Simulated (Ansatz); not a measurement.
# TiC: response to strain

TiC is deformed so: zz strain of -1 %. What stress and forces result, by LAPW, PAW and all-electron datasets made for the crystal?

Computed with Ansatz 0.2.0 (DFT PBEsol, scalar-relativistic, unless a step's input says otherwise).

**1. Starting point**

It takes space group Fm-3m (No. 225, cubic). The conventional cell has a = 4.328 Å, b = 4.328 Å, c = 4.328 Å, α = 90.00°, β = 90.00°, γ = 90.00°. Ti (site symmetry m-3m) has 6 C at 2.16 Å as nearest neighbours. C (site symmetry m-3m) is surrounded by 6 Ti at 2.16 Å.

Structure file:

```cif
data_structure
_symmetry_space_group_name_H-M 'P 1'
_symmetry_Int_Tables_number 1
_cell_length_a 3.0604
_cell_length_b 3.0604
_cell_length_c 3.0604
_cell_angle_alpha 60.000
_cell_angle_beta 60.000
_cell_angle_gamma 60.000
_cell_volume 20.27
loop_
_atom_site_label
_atom_site_type_symbol
_atom_site_fract_x
_atom_site_fract_y
_atom_site_fract_z
_atom_site_occupancy
Ti1 Ti 0.00000 0.00000 0.00000 1
C1 C 0.50000 0.50000 0.50000 1
```

Atoms are numbered in the order of the input: Ti1, C2.

**2. The deformed structure**

Space group Fm-3m before, I4/mmm after.

**3. Full-potential LAPW**

Input file input.yaml:

```yaml
crystal:
  lattice:
    - [0.0, 2.164, 2.14236]
    - [2.164, 0.0, 2.14236]
    - [2.164, 2.164, 0.0]
  atoms:
    - { symbol: Ti, position: [0.0, 0.0, 0.0] }
    - { symbol: C, position: [0.5, 0.5, 0.5] }
kpoints:
  mp_grid: { grid: [16, 16, 16] }
  band_path:
    path:
      - [0.0, 0.0, 0.0]
      - [0.0, 0.5, 0.5]
      - [0.25, 0.75, 0.5]
      - [0.0, 0.5, 0.0]
      - [0.0, 0.0, 0.0]
      - [0.5, 0.5, 0.0]
      - [0.3775380063, 0.6224619937, 0.0]
      - [-0.3775380063, 0.3775380063, 0.0]
      - [0.0, 0.0, 0.0]
    npoints: 5
scf:
  occupations: { method: fermi_dirac, width: 0.03 }
hamiltonian:
  xc: pbesol
  pseudopotentials: { kind: all_electron, lapw: { basis_error: 0.001 } }
output:
  forces: true
  stress: true
  eigenvalues: true
```

Started as:

```
> ansatz run input.yaml --threads 1 --pin off --max-ram 3072MiB --backend cpu --events-out ev --progress --plain --runs-dir out
```

**4. PAW on the default files**

Input file input.yaml:

```yaml
crystal:
  lattice:
    - [0.0, 2.164, 2.14236]
    - [2.164, 0.0, 2.14236]
    - [2.164, 2.164, 0.0]
  atoms:
    - { symbol: Ti, position: [0.0, 0.0, 0.0] }
    - { symbol: C, position: [0.5, 0.5, 0.5] }
kpoints:
  mp_grid: { grid: [16, 16, 16] }
scf:
  occupations: { method: fermi_dirac, width: 0.03 }
hamiltonian:
  xc: pbesol
  pseudopotentials: { kind: paw }
output:
  forces: true
  stress: true
  eigenvalues: true
  efg: { contact_densities: true }
```

**5. Datasets made for this crystal**

input.yaml, as its differences from that of step 4:

```diff
@@ -14,3 +14,3 @@
   xc: pbesol
-  pseudopotentials: { kind: paw }
+  pseudopotentials: { kind: all_electron, datasets: crystal }
 output:
```

(Steps that only read results are left out.)

Q: Predict the outcome of this session. Wanted: pressure; largest shear or deviatoric stress.

**Answer**, as computed:

| quantity | value |
| --- | --- |
| pressure | LAPW -3.66, PAW -3.63, crystal datasets -3.66 GPa |
| largest shear or deviatoric stress (LAPW) | 2.64 GPa |

In words: The largest part of the stress beyond the pressure is 2.64 GPa in size, in the zz component; the atoms are carried along and not relaxed. No run of the undeformed cell stands beside it, so the pressure holds what the given cell had before the change. PAW: stress within 0.03 GPa of LAPW. Crystal datasets: stress within 0.01 GPa of LAPW.
